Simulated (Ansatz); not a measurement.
**CH9NOSi2: up Jacob's ladder to CCSD(T)**

The task here is to estimate one member of a computed series from the others.

The runs use Ansatz 0.2.0, Gaussian basis; functionals in def2-TZVPP, the program's frozen cores in correlated methods.

Levels to be run: LDA (SPW92), PBE-D4, revPBE-D4, BLYP-D4, r2SCAN-D4, B97M-V, PBE0-D4, B3LYP-D4, r2SCANh-D4, r2SCAN0-D4, HSE06-D4, BHLYP-D4, CAM-B3LYP-D4, LC-ωPBE, ωB97X-V, ωB97M-V, B2PLYP, PBE-QIDH; CCSD(T)/def2-SVP; CCSD(T)/def2-TZVPP; MP2/def2-QZVPP; extrapolation to the limit; RPA on PBE.

### The geometry

The geometry comes from an earlier relaxation with PBE0-D4 in a triple-zeta def2 set; it is a stationary point, not always the lowest conformer.

SMILES `C[Si](N)(O)[SiH3]`, 14 atoms, charge 0, spin multiplicity 1.

Atoms are counted from 1 here; the program's logs count them from 0.

Bond lengths: C1–Si2 1.865 Å, C1–H6 1.094 Å, C1–H7 1.092 Å, C1–H8 1.093 Å, Si2–N3 1.709 Å, Si2–O4 1.661 Å, Si2–Si5 2.351 Å, N3–H9 1.007 Å, N3–H10 1.008 Å, O4–H11 0.958 Å, Si5–H12 1.489 Å, Si5–H13 1.491 Å, Si5–H14 1.493 Å. Angles: Si2–C1–H6 110.3°, Si2–C1–H7 111.2°, Si2–C1–H8 111.2°, H6–C1–H7 108.5°, H6–C1–H8 107.5°, H7–C1–H8 108.1°, C1–Si2–N3 107.6°, C1–Si2–O4 110.4°, C1–Si2–Si5 112.3°, N3–Si2–O4 110.3°, N3–Si2–Si5 107.9°, O4–Si2–Si5 108.4°, Si2–N3–H9 120.7°, Si2–N3–H10 120.2°, H9–N3–H10 111.0°, Si2–O4–H11 117.5°, Si2–Si5–H12 111.8°, Si2–Si5–H13 110.9° and more.

The first run:

File in.yaml:

```yaml
crystal:
  periodic: [false, false, false]
  atoms:
    - {symbol: C, position_ang: [-1.331523, -0.096945, 1.244559]}
    - {symbol: Si, position_ang: [-0.106256, 0.416792, -0.063937]}
    - {symbol: N, position_ang: [1.074904, 1.394674, 0.691145]}
    - {symbol: O, position_ang: [-0.869474, 1.265048, -1.270567]}
    - {symbol: Si, position_ang: [0.991851, -1.424234, -1.029883]}
    - {symbol: H, position_ang: [-1.795244, 0.784726, 1.697694]}
    - {symbol: H, position_ang: [-0.846641, -0.676575, 2.033247]}
    - {symbol: H, position_ang: [-2.131870, -0.706818, 0.818129]}
    - {symbol: H, position_ang: [1.865895, 1.738573, 0.171248]}
    - {symbol: H, position_ang: [0.809045, 2.042768, 1.415567]}
    - {symbol: H, position_ang: [-1.396814, 0.765886, -1.896178]}
    - {symbol: H, position_ang: [1.418944, -2.415555, -0.003658]}
    - {symbol: H, position_ang: [2.202745, -0.986042, -1.781331]}
    - {symbol: H, position_ang: [0.101439, -2.131599, -1.997236]}
basis:
  gaussian: {orbitals: def2-TZVPP}
hamiltonian: {xc: lda}
output: {orbitals: {seedname: orbitals}}
```

Started as:

```bash
> ansatz run in.yaml --threads 4 --pin off --events-out ev --progress --plain --max-ram 10444MiB
```

Among the steps run: LDA; PBE-D4 (GGA); revPBE-D4 (GGA); BLYP-D4 (GGA); r2SCAN-D4 (meta-GGA); B97M-V (meta-GGA); PBE0-D4 (hybrid); B3LYP-D4 (hybrid); r2SCANh-D4 (hybrid); r2SCAN0-D4 (hybrid); HSE06-D4 (hybrid); BHLYP-D4 (hybrid); CAM-B3LYP-D4 (range-separated); LC-ωPBE (range-separated); ωB97X-V (range-separated); ωB97M-V (range-separated); B2PLYP (double hybrid); PBE-QIDH (double hybrid).

One of the session's tables, all rows but one given; the rest of the session is left out.

It belongs to the step «Frontier levels by functional». 

```
  functional  HOMO (eV)  LUMO (eV)  gap (eV)
 LDA (SPW92)      -6.14      -0.60      5.54
      PBE-D4      -6.01      -0.42      5.59
   revPBE-D4      -5.95      -0.33      5.62
     BLYP-D4      -5.90      -0.32      5.58
   r2SCAN-D4      -6.28      -0.10      6.18
      B97M-V      -6.41      -0.36      6.05
     PBE0-D4          ?          ?         ?
    B3LYP-D4      -7.10       0.19      7.29
  r2SCANh-D4      -6.76       0.18      6.95
  r2SCAN0-D4      -7.48       0.60      8.08
    HSE06-D4      -6.90       0.04      6.94
    BHLYP-D4      -8.48       1.21      9.69
CAM-B3LYP-D4      -8.65       1.35      9.99
     LC-ωPBE      -9.93       2.57     12.51
     ωB97X-V      -9.62       2.40     12.02
     ωB97M-V      -9.43       2.01     11.45
```

Q: Estimate the row for PBE0-D4 from the others.

The run gave: HOMO (eV): -7.30; LUMO (eV): 0.42; gap (eV): 7.71. In the column «HOMO (eV)» it lies between r2SCAN0-D4 (-7.48) and B3LYP-D4 (-7.10).
